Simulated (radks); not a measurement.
# Tc³⁺ in [Kr] 4d4: an all-electron calculation

One table from this session's results is given with a row withheld; the runs are named, their logs left out.

Method: scalar-relativistic Kohn-Sham, SOGGA, spin-polarised, spherical densities, point nucleus; open shells are filled with parallel spins first. Code: radks (a radial shooting solver on a logarithmic mesh, Libxc functionals) version 1.

## The system

| Item | Value |
| --- | --- |
| element | technetium (Z = 43) |
| charge | +3 |
| electrons | 40 |
| configuration | [Kr] 4d4 |

Outer shells as boxes (Hund's rule):

Tc³⁺
```
[Kr] core
4d [↑ ][↑ ][↑ ][↑ ][  ]
```

Set-up of the first run:

Input:

```text
Z 43
configuration [Kr] 4d4
relativity scalar-relativistic
functional sogga,pbe
spin polarised
nucleus point
c 137.035999084
```

Run with:

```
$ python run_ks.py task.json out
```

All runs below come from this command, one after another.

Steps of the session up to this table: Self-consistent calculation.

One table of the session follows, with a row left open; its other results are not shown here.

It belongs to the step «Radial structure». Radial moments (bohr):

| level | <r> | outermost maximum (interpolated) | 90 % within | nodes |
| --- | --- | --- | --- | --- |
| 1s down | 0.03430 | 0.0223 | 0.0615 | 0 |
| 1s up | 0.03430 | 0.0223 | 0.0615 | 0 |
| 2s up | 0.1497 | 0.126 | 0.231 | 1 |
| 2s down | 0.1497 | 0.126 | 0.231 | 1 |
| 2p up | 0.1304 | 0.101 | 0.212 | 0 |
| 2p down | 0.1304 | 0.101 | 0.212 | 0 |
| 3s up | 0.4157 | 0.372 | 0.614 | 2 |
| 3s down | 0.4156 | 0.373 | 0.613 | 2 |
| 3p up | 0.4166 | 0.366 | 0.629 | 1 |
| 3p down | 0.4165 | 0.366 | 0.629 | 1 |
| 3d up | 0.3991 | 0.311 | 0.637 | 0 |
| 3d down | 0.3989 | 0.311 | 0.636 | 0 |
| 4s up | 1.054 | 0.949 | 1.53 | 3 |
| 4s down | 1.048 | 0.945 | 1.52 | 3 |
| 4p up | 1.160 | 1.02 | 1.71 | 2 |
| 4p down | ? | ? | ? | ? |
| 4d up | 1.510 | 1.24 | 2.32 | 1 |
| 4d down | 1.521 | 1.23 | 2.36 | 1 |

Estimate the missing values for 4p down.

The run gave: <r>: 1.153; outermost maximum (interpolated): 1.02; 90 % within: 1.70; nodes: 2. In the column «<r>» it lies between 4s up (1.054) and 4p up (1.160).

Caveats from the session: Open shells are spherical and high-spin; term and fine-structure splittings are not resolved.
